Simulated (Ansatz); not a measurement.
# GaClF (doublet): wave-function methods side by side, cc-pVDZ

How much of the correlation energy of GaClF (doublet) does each wave-function method recover here?

Program: Ansatz 0.2.0, Gaussian basis. Level of theory: cc-pVDZ, core rule «outside noble gas», up to 20 orbitals frozen. These are calculated values, not measurements.

The runs, in order: UHF; CCSD(T) on ROHF; CCSD(T) on UHF; BCCD(T) on ROHF; CISD as a restricted active space (open shells left free, so some higher excitations enter); CCSDT(Q) on ROHF; CCSDT(Q) on UHF.

44 further runs of the same task are left out: 16 for a known fault of the program, 12 that didn't finish, 16 set aside as unsound or not needed. Runs told in other sessions of the task aren't counted.

**1. The system**

The geometry is a PBE0/def2-TZVP stationary point (not a proven minimum) of the parent state, kept for this charge and spin. No spin-orbit coupling is included. The filled d shell of Ga may be among the frozen orbitals whatever the setting's name suggests.

3 atoms, charge 0, spin multiplicity 2.

Atoms are counted from 1 here; the program's logs count them from 0.

Bond lengths: Cl1–Ga2 2.347 Å, Ga2–F3 1.877 Å. Angles: Cl1–Ga2–F3 66.2°.

**2. UHF**

Input file in.yaml:

```yaml
crystal:
  periodic: [false, false, false]
  atoms:
    - {symbol: Cl, position_ang: [0.000000, 0.223736, 1.567027]}
    - {symbol: Ga, position_ang: [0.000000, 0.282224, -0.779302]}
    - {symbol: F, position_ang: [0.000000, -1.453259, -0.064245]}
basis:
  gaussian: {orbitals: cc-pVDZ}
magnetization: {spin_polarized: true, initial_magnetization: 1}
hamiltonian: {xc: hf}
output: {orbitals: {seedname: orbitals}}
```

On the command line:

```sh
ansatz run in.yaml --threads 1 --pin off --events-out ev --progress --plain --max-ram 2393MiB
```

Further steps of the session: CCSD(T) on ROHF; CCSD(T) on UHF; BCCD(T) on ROHF; CISD as a restricted active space (open shells left free, so some higher excitations enter); CCSDT(Q) on ROHF; CCSDT(Q) on UHF.

Before running them: what should the planned runs give, taken together? Wanted: UCCSDT(Q) from the RHF energy; RMP2 from UCCSDT(Q); UMP2 from UCCSDT(Q); RCCSD from UCCSDT(Q); RCCSD(T) from UCCSDT(Q); UCCSD(T) from UCCSDT(Q); RCCSDT(Q) from UCCSDT(Q); T1 diagnostic.

The runs gave:

| quantity | value |
| --- | --- |
| UCCSDT(Q) from the ROHF energy | -11.0885 eV |
| RMP2 from UCCSDT(Q) | +20.74 kcal/mol |
| UMP2 from UCCSDT(Q) | +24.23 kcal/mol |
| RCCSD from UCCSDT(Q) | +8.56 kcal/mol |
| RCCSD(T) from UCCSDT(Q) | +1.63 kcal/mol |
| UCCSD(T) from UCCSDT(Q) | +1.79 kcal/mol |
| RCCSDT(Q) from UCCSDT(Q) | +0.24 kcal/mol |
| levels within 1 kcal/mol (43 meV) | RCCSDT, UCCSDT, RCCSDT(Q) |
| T1 diagnostic | 0.034 |

**Reading.** RCCSD(T) misses by +1.63 kcal/mol, 0.6 % of the correlation energy. Coupled cluster took another determinant than the lowest Hartree-Fock one. These misses are within one basis, not against nature; the frozen cores of restricted and unrestricted runs differ, which can shift their rows.
